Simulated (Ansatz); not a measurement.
# SiH5SeN: small, medium and large basis sets

How large a basis does SiH5SeN need? Two functionals are run in growing sets.

Program: Ansatz 0.2.0, Gaussian basis. Level of theory: one geometry, several basis sets. These are calculated values, not measurements.

Levels to be run: PBE0-D4/def2-SVP; ωB97M-V/def2-SVP; PBE0-D4/def2-QZVPP; ωB97M-V/def2-QZVPP; the functionals' def2-TZVPP values are taken from earlier runs.

## 1. The geometry

The geometry comes from an earlier relaxation with PBE0-D4/def2-TZVP; it is a stationary point, not always the lowest conformer.

8 atoms, charge 0, spin multiplicity 1.

Atoms are counted from 1 here; the program's logs count them from 0.

Bond lengths: N1–Si2 1.711 Å, N1–H4 1.008 Å, N1–H5 1.008 Å, Si2–Se3 2.293 Å, Si2–H6 1.482 Å, Si2–H7 1.482 Å, Se3–H8 1.469 Å. Angles: Si2–N1–H4 120.2°, Si2–N1–H5 119.2°, H4–N1–H5 110.8°, N1–Si2–Se3 117.9°, N1–Si2–H6 106.1°, N1–Si2–H7 109.7°, Se3–Si2–H6 109.2°, Se3–Si2–H7 101.7°, H6–Si2–H7 112.4°, Si2–Se3–H8 93.5°.

## 2. PBE0-D4 in def2-SVP

The input, in.yaml:

```yaml
crystal:
  periodic: [false, false, false]
  atoms:
    - {symbol: N, position_ang: [-0.823512, 0.520083, -0.938195]}
    - {symbol: Si, position_ang: [0.534811, 0.369673, 0.091303]}
    - {symbol: Se, position_ang: [1.079967, -1.724875, 0.848190]}
    - {symbol: H, position_ang: [-0.862786, 0.004890, -1.803646]}
    - {symbol: H, position_ang: [-1.741164, 0.608949, -0.531845]}
    - {symbol: H, position_ang: [0.272457, 1.254011, 1.251116]}
    - {symbol: H, position_ang: [1.763787, 0.751984, -0.643684]}
    - {symbol: H, position_ang: [-0.131359, -1.841816, 1.670862]}
basis:
  gaussian: {orbitals: def2-SVP}
hamiltonian: {xc: pbe0, dispersion: d4}
output: {orbitals: {seedname: orbitals}}
```

Command:

```bash
> ansatz run in.yaml --threads 2 --pin off --events-out ev --progress --plain --max-ram 4352MiB
```

The runs that follow: ωB97M-V in def2-SVP; PBE0-D4 in def2-QZVPP; ωB97M-V in def2-QZVPP.

**Question.** What will the summary of the whole plan be? Wanted: PBE0-D4: double and triple zeta above quadruple; ωB97M-V: double and triple zeta above quadruple.

**Answer**, as computed:

```
                                       quantity           value
PBE0-D4: double and triple zeta above quadruple  14.56, 1.75 eV
ωB97M-V: double and triple zeta above quadruple  14.57, 1.69 eV
```

For PBE0-D4 the step from double to triple zeta gains 12.80 eV and the next only 1.75 eV. These are total energies; as a rule much of such shifts cancels in differences, which this series doesn't test. The LUMO of ωB97M-V is positive and keeps falling with the basis (2.56 to 1.35 eV): an unbound level that the basis holds in place.
